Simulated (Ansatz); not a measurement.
# W: the cost of one run

Computed with Ansatz 0.2.0 (DFT PBEsol, scalar-relativistic, unless a step's input says otherwise).

### Step 1. The structure to begin with

The structure is cubic, space group Fm-3m (No. 225). Conventional cell: a = 4.060 Å, b = 4.060 Å, c = 4.060 Å, α = 90.00°, β = 90.00°, γ = 90.00°. Around W (site symmetry m-3m) lie 12 W at 2.87 Å.

Structure file:

```cif
data_structure
_symmetry_space_group_name_H-M 'P 1'
_symmetry_Int_Tables_number 1
_cell_length_a 2.8709
_cell_length_b 2.8709
_cell_length_c 2.8709
_cell_angle_alpha 60.000
_cell_angle_beta 60.000
_cell_angle_gamma 60.000
_cell_volume 16.73
loop_
_atom_site_label
_atom_site_type_symbol
_atom_site_fract_x
_atom_site_fract_y
_atom_site_fract_z
_atom_site_occupancy
W1 W 0.00000 0.00000 0.00000 1
```

### Step 2. After the deformation

Space group Fm-3m before, I4/mmm after.

### Step 3. LAPW, all electrons

input.yaml reads:

```yaml
crystal:
  lattice:
    - [0.0, 2.03, 1.9894]
    - [2.03, 0.0, 1.9894]
    - [2.03, 2.03, 0.0]
  atoms:
    - { symbol: W, position: [0.0, 0.0, 0.0] }
kpoints:
  mp_grid: { grid: [14, 14, 14] }
  band_path:
    path:
      - [0.0, 0.0, 0.0]
      - [0.0, 0.5, 0.5]
      - [0.25, 0.75, 0.5]
      - [0.0, 0.5, 0.0]
      - [0.0, 0.0, 0.0]
      - [0.5, 0.5, 0.0]
      - [0.3801541025, 0.6198458975, 0.0]
      - [-0.3801541025, 0.3801541025, 0.0]
      - [0.0, 0.0, 0.0]
    npoints: 5
scf:
  occupations: { method: fermi_dirac, width: 0.05 }
hamiltonian:
  xc: pbesol
  pseudopotentials: { kind: all_electron, lapw: { basis_error: 0.001 } }
output:
  forces: true
  stress: true
  eigenvalues: true
```

Started as:

```
$ ansatz run input.yaml --threads 1 --pin off --max-ram 3072MiB --backend cpu --events-out ev --progress --plain --runs-dir out
```

**Question.** How long does this run take on 1 thread of Arm Neoverse V2, shared host, and how much memory does it need?

About 28 s, with a peak of 0.44 GiB.
